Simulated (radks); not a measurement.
**Mo²⁺ in [Kr] 4d4: an all-electron calculation**

The task here is to estimate one member of a computed series from the others.

Program: radks (a radial shooting solver on a logarithmic mesh, Libxc functionals) version 1. Level of theory: scalar-relativistic Kohn-Sham, LDA (Slater exchange, Perdew-Zunger correlation), spin-polarised, spherical densities, finite nucleus; open shells are filled with parallel spins first. These are calculated values, not measurements, unless marked.

### Starting point

| Item | Value |
| --- | --- |
| element | molybdenum (Z = 42) |
| charge | +2 |
| electrons | 40 |
| configuration | [Kr] 4d4 |
| nuclear rms radius | 4.4091 fm |

Outer shells as boxes (Hund's rule):

Mo²⁺
```
[Kr] core
4d [↑ ][↑ ][↑ ][↑ ][  ]
```

Set-up of the first run:

Input:

```text
Z 42
configuration [Kr] 4d4
relativity scalar-relativistic
functional lda,pz
spin polarised
nucleus finite rms 4.4091 fm
c 137.035999084
```

Steps of the session up to this table: Self-consistent calculation.

One table of the session follows, with a row left open; its other results are not shown here.

It belongs to the step «Orbitals and density». Sizes of the orbitals, from the radial functions (bohr):

| level | <r> | outermost maximum (interpolated) | 90 % within | nodes |
| --- | --- | --- | --- | --- |
| 1s down | 0.03521 | 0.0229 | 0.0631 | 0 |
| 1s up | 0.03521 | 0.0229 | 0.0631 | 0 |
| 2s up | 0.1539 | 0.130 | 0.238 | 1 |
| 2s down | 0.1539 | 0.130 | 0.238 | 1 |
| 2p up | 0.1340 | 0.104 | 0.218 | 0 |
| 2p down | 0.1340 | 0.104 | 0.218 | 0 |
| 3s up | 0.4298 | 0.384 | 0.635 | 2 |
| 3s down | 0.4297 | 0.384 | 0.635 | 2 |
| 3p up | 0.4313 | 0.377 | 0.652 | 1 |
| 3p down | ? | ? | ? | ? |
| 3d up | 0.4157 | 0.322 | 0.665 | 0 |
| 3d down | 0.4154 | 0.322 | 0.664 | 0 |
| 4s up | 1.105 | 0.988 | 1.61 | 3 |
| 4s down | 1.100 | 0.984 | 1.60 | 3 |
| 4p up | 1.229 | 1.07 | 1.82 | 2 |
| 4p down | 1.223 | 1.06 | 1.82 | 2 |
| 4d up | 1.717 | 1.35 | 2.70 | 1 |
| 4d down | 1.744 | 1.35 | 2.77 | 1 |

Estimate the missing values for 3p down.

The run gave: <r>: 0.4311; outermost maximum (interpolated): 0.377; 90 % within: 0.652; nodes: 1. In the column «<r>» it lies between 3s up (0.4298) and 3p up (0.4313).

Caveats from the session: Open shells are spherical and high-spin; term and fine-structure splittings are not resolved.
